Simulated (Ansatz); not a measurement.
# SBr+ (triplet): the correlation ladder, cc-pVDZ

One table from this session's results is given with a row withheld; the runs are named, their logs left out.

Program: Ansatz 0.2.0, Gaussian basis. Level of theory: cc-pVDZ, core rule «outside noble gas», up to 19 orbitals frozen. These are calculated values, not measurements.

Plan: UHF; CCSD(T) on ROHF; CCSD(T) on UHF; BCCD(T) on ROHF; CISD as a restricted active space (open shells left free, so some higher excitations enter); CCSDT(Q) on ROHF; CCSDT(Q) on UHF; CASSCF and MRCISD+Q, 12 electrons in 8 orbitals; CASSCF and NEVPT2, 12 electrons in 8 orbitals.

12 further runs of the same task are left out: 3 that didn't finish, 9 set aside as unsound or not needed. Runs told in other sessions of the task aren't counted.

## What is computed

The geometry is a PBE0/def2-TZVP stationary point (not a proven minimum). No spin-orbit coupling is included. The filled d shell of Br may be among the frozen orbitals whatever the setting's name suggests.

2 atoms, charge 1, spin multiplicity 3.

Atoms are counted from 1 here; the program's logs count them from 0.

Bond lengths: S1–Br2 2.025 Å.

The first run:

The input, in.yaml:

```yaml
crystal:
  periodic: [false, false, false]
  atoms:
    - {symbol: S, position_ang: [0.000000, 0.000000, 0.000000]}
    - {symbol: Br, position_ang: [0.000000, 0.000000, 2.025300]}
basis:
  gaussian: {orbitals: cc-pVDZ}
total_charge: 1
magnetization: {spin_polarized: true, initial_magnetization: 2}
hamiltonian: {xc: hf}
output: {orbitals: {seedname: orbitals}}
```

Command:

```bash
> ansatz run in.yaml --threads 1 --pin off --events-out ev --progress --plain --max-ram 2393MiB
```

Steps of the session up to this table: UHF; CCSD(T) on ROHF; CCSD(T) on UHF; BCCD(T) on ROHF; CISD as a restricted active space (open shells left free, so some higher excitations enter); CCSDT(Q) on ROHF; CCSDT(Q) on UHF; CASSCF and MRCISD+Q, 12 electrons in 8 orbitals; CASSCF and NEVPT2, 12 electrons in 8 orbitals.

One of the session's tables, all rows but one given; the rest of the session is left out.

```
          method  from UCCSDT(Q) (kJ/mol)
            ROHF                   +674.9
             UHF                   +653.3
            RMP2                    +94.5
            UMP2                    +99.0
            CISD                    +77.8
           RCCSD                    +27.4
           UCCSD                    +26.7
        RCCSD(T)                     +4.8
        UCCSD(T)                     +4.8
         BCCD(T)                     +4.9
          RCCSDT                     +2.1
          UCCSDT                        ?
       RCCSDT(Q)                     +0.5
       UCCSDT(Q)                        0
  CASSCF valence                   +565.9
  NEVPT2 valence                   +116.8
  MRCISD valence                    +49.4
MRCISD+Q valence                     +2.3
```

Q: Estimate the row for UCCSDT from the others.

As computed: from UCCSDT(Q) (kJ/mol): +2.0. In the column «from UCCSDT(Q) (kJ/mol)» it lies between RCCSDT(Q) (+0.5) and RCCSDT (+2.1).

Caveats from the session: Restricted and unrestricted rows rest on different reference determinants; a gap between their highest levels can come from leftover correlation error, from unlike frozen cores or from another state.
